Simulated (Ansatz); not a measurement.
**Indium, omega (AlB2-type) under r²SCAN: structure, energy and stiffness**

What does r²SCAN give for indium in the omega (AlB2-type) structure? We relax it, solve it on a dense k-mesh, then scale the cell to 7 volumes from 88 to 112 % of the relaxed one and try a fit of the equation of state. Spin polarisation is left out. The k-meshes are 7×7×10 for the relaxation; 9×9×13 for the dense run; 8×8×11 for the volumes.

Program: Ansatz 0.2.0. Level of theory: DFT r2SCAN, plane waves (500 eV) with PAW, scalar-relativistic; PAW files made under PBE, frozen cores solved again for the functional. These are calculated values, not measurements.

## Step 1: Starting point

Symmetry: P6/mmm, No. 191, hexagonal system. The conventional cell has a = 5.286 Å, b = 5.286 Å, c = 3.241 Å, α = 90.00°, β = 90.00°, γ = 120.00°. In (site symmetry 6/mmm) is surrounded by 14 In at 3.24 to 3.46 Å. In (site symmetry -6m2) is surrounded by 11 In at 3.05 to 3.46 Å.

Coordinates:

```
In
1.0
     5.28646    0.00000    0.00000
    -2.64323    4.57821    0.00000
     0.00000    0.00000    3.24060
In
3
Cartesian
  0.0000 0.0000 0.0000
  0.0000 3.0521 1.6203
  2.6432 1.5261 1.6203
```

## Step 2: Geometry optimisation

input.yaml

```yaml
crystal:
  lattice:
    - [5.2864609513, 0.0, 0.0]
    - [-2.6432304757, 4.57820948, 0.0]
    - [0.0, 0.0, 3.2406005632]
  atoms:
    - { symbol: In, position: [0.0, 0.0, 0.0] }
    - { symbol: In, position: [0.3333333333, 0.6666666667, 0.5] }
    - { symbol: In, position: [0.6666666667, 0.3333333333, 0.5] }
hamiltonian:
  xc: r2scan
  pseudopotentials:
    kind: paw
    azcp:
      In: "pseudopotentials/In.paw.azcp"
basis:
  ecutwfc: 500
  fft_grid_basis: typed
kpoints:
  mp_grid: { grid: [7, 7, 10], shift: [0, 0, 0] }
magnetization:
  spin_polarized: false
scf:
  occupations: { method: fermi_dirac, width: 0.1 }
relax:
  max_steps: 60
  f_tol: 0.01
  cell: {}
```

Started as:

```
$ ansatz run input.yaml --threads 1 --pin off --max-ram 3584MiB --backend cpu --events-out ev --progress --plain --runs-dir out
```

After this run come: Dense single point; Equation of state: 88 %; Equation of state: 92 %; Equation of state: 96 %; Equation of state: 100 %; Equation of state: 104 %; Equation of state: 108 %; Equation of state: 112 %.

Q: Predict the outcome of this session. Wanted: space group; conventional cell; volume; shortest distance; gap on the mesh; relative to body-centred tetragonal; V₀, B₀, B₀′.

The runs gave:

```
                           quantity                                   value
     space group (spins left aside)                        P6/mmm (No. 191)
                  conventional cell  a = 5.312 Å, c = 3.286 Å (c/a = 0.619)
                             volume                          26.762 Å³/atom
                  shortest distance                                 3.067 Å
                    gap on the mesh            none (levels filled in part)
relative to body-centred tetragonal                            +33 meV/atom
                        V₀, B₀, B₀′             26.754 Å³/atom, 39 GPa, 5.4
```

The relaxation enlarged the cell by 2.4 % in volume. Against the reference form of indium (body-centred tetragonal, computed apart with the same settings) it stands 33 meV/atom higher. No gap shows: it is a metal or semimetal at this level. B₀ comes out at 39 GPa; letting shape and positions relax at each volume could only lower it. The symmetry was held, so the structure may be unstable against distortions that break it.
